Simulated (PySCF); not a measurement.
# MgS (Niningerite) in PySCF: the effect of exact exchange share

The system is MgS (Niningerite).

```
CELL_PARAMETERS angstrom
0.00000 2.60165 2.60165
2.60165 0.00000 2.60165
2.60165 2.60165 0.00000
ATOMIC_POSITIONS crystal
S 0.50000 0.50000 0.50000
Mg 0.00000 0.00000 0.00000
```

Alike in all runs:

```yaml
Program: PySCF 2.14.0
Task: atomic charges
Potentials_or_basis: gth-dzvp/gth-pbe (potentials made for PBE)
k_mesh: 3 × 3 × 3
Occupations: fixed
Spin: no spin polarisation
```

```csv
exact exchange share,functional,gap on the mesh (eV)
0.05,PBE0 form with 5 % exact exchange,3.95
0.1,PBE0 form with 10 % exact exchange,?
0.15,PBE0 form with 15 % exact exchange,4.75
0.25,PBE0 form with 25 % exact exchange,5.56
0.35,PBE0 form with 35 % exact exchange,6.38
0.5,PBE0 form with 50 % exact exchange,7.62
0.75,PBE0 form with 75 % exact exchange,9.72
1,PBE0 form with 100 % exact exchange,11.85
```

Problem. What does the run with exact exchange share 0.1 give?

Solution. gap on the mesh 4.35 eV.

Worked out: A straight line through the other rows of the gap on the mesh, of slope 8.32 eV per unit of exact exchange share, gives 4.33 eV, against the run's 4.35.

Caveats: all runs use coarse meshes; on so small a mesh gaps with full-range exact exchange can be off by tenths of an eV to over 1 eV; the default atom-centred grid shifts energies of crystals by up to some 10 meV an atom and pressures by some 0.5 GPa; an odd mesh through Γ misses points on the zone boundary, where band edges often lie; the basis of atomic orbitals isn't converged, which shifts pressures, moduli and gaps.
